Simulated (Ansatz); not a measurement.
# SrCa: the cost of one run

Program: Ansatz 0.2.0, driven from Python. Level of theory: DFT LDA, plane waves, PAW. These are calculated values, not measurements.

## 1. The structure

Symmetry: P-6m2, No. 187, hexagonal system. Conventional cell: a = 4.128 Å, b = 4.128 Å, c = 6.789 Å, α = 90.00°, β = 90.00°, γ = 120.00°. Around Sr (site symmetry -6m2) lie 6 Sr at 4.13 Å and 6 Ca at 4.15 Å. Ca (site symmetry -6m2) is surrounded by 6 Ca at 4.13 Å and 6 Sr at 4.15 Å.

No structure file is read: the coordinates are typed or built in the script.

## 2. The script

Input file drho_srca.py:

```python
# -*- coding: utf-8 -*-
"""Density of SrCa less that of its sublattices."""

import ansatz as az
import numpy as np

vectors0 = np.array([
    [4.12833774, 0.0, 0.0],
    [-2.06416887, 3.57524536, 0.0],
    [0.0, 0.0, 6.78874508],
])
sites = [
    ("Sr", (2 / 3, 1 / 3, 0.5)),
    ("Ca", (0.0, 0.0, 0.0)),
]


def on_lattice(cell):
    crystal = az.Crystal(lattice=az.Lattice.of(cell))
    for symbol, position in sites:
        crystal = crystal.atom(symbol, position)
    return crystal

# same cell, cutoff and mesh for the crystal and its parts
def solve(crystal):
    return (
        crystal.calculation()
        .functional("LDA")
        .occupations("cold", width=50 * az.meV)
        .basis(460, grid_basis="typed")
        .kpoints(8, 8, 5)
        .density()
        .run(threads=1)
    )


whole = solve(on_lattice(vectors0))
difference = whole.density().channels[0].density_e_per_ang3.copy()
binding = whole.report["free_energy_ev"]
for element in ["Sr", "Ca"]:
    part = az.Crystal(lattice=az.Lattice.of(vectors0))
    for symbol, position in sites:
        if symbol == element:
            part = part.atom(symbol, position)
    alone = solve(part)
    difference -= alone.density().channels[0].density_e_per_ang3
    binding -= alone.report["free_energy_ev"]
    print(f"{element} sublattice: {alone.report['n_electrons']:g} electrons, {alone.report['n_iterations']} iterations")

voxel = abs(np.linalg.det(vectors0)) / difference.size
print(f"energy of the crystal less its unpolarised sublattices: {binding / len(sites):.4f} eV/atom")
print(f"net charge of the difference {difference.sum() * voxel:.5f} e, charge rearranged {0.5 * np.abs(difference).sum() * voxel:.3f} e")
print(f"extremes {difference.min():.4f} and {difference.max():.4f} e/A^3")
for (symbol, position) in sites:
    index = tuple(int(round(p * n)) % n for p, n in zip(position, difference.shape))
    print(f"  change of the pseudo-density at the grid point nearest {symbol}: {difference[index]:+.4f} e/A^3")
profile = difference.mean(axis=(0, 1))
print("planar mean along the third vector:", np.round(profile[:: max(len(profile) // 12, 1)], 4))
```

## 3. The calls as engine input

The engine receives this input (first run):

```yaml
crystal:
  lattice:
    - [4.12833774, 0.0, 0.0]
    - [-2.06416887, 3.57524536, 0.0]
    - [0.0, 0.0, 6.78874508]
  atoms:
    - { symbol: Sr, position: [0.6666666666666666, 0.3333333333333333, 0.5] }
    - { symbol: Ca, position: [0.0, 0.0, 0.0] }
basis:
  ecutwfc: 460.0
  fft_grid_basis: typed
kpoints:
  mp_grid:
    grid: [8, 8, 5]
hamiltonian:
  xc: lda
scf:
  occupations:
    method: cold
    width: 0.05
output:
  write_density: true
```

## 4. Launch

The run is started by

```bash
python drho_srca.py
```

**Question.** How long does this script take on 1 thread of Intel Xeon Platinum 8559C (Emerald Rapids), shared host, and how much memory does it need?

About 3.7 s, with a peak of 0.44 GiB.
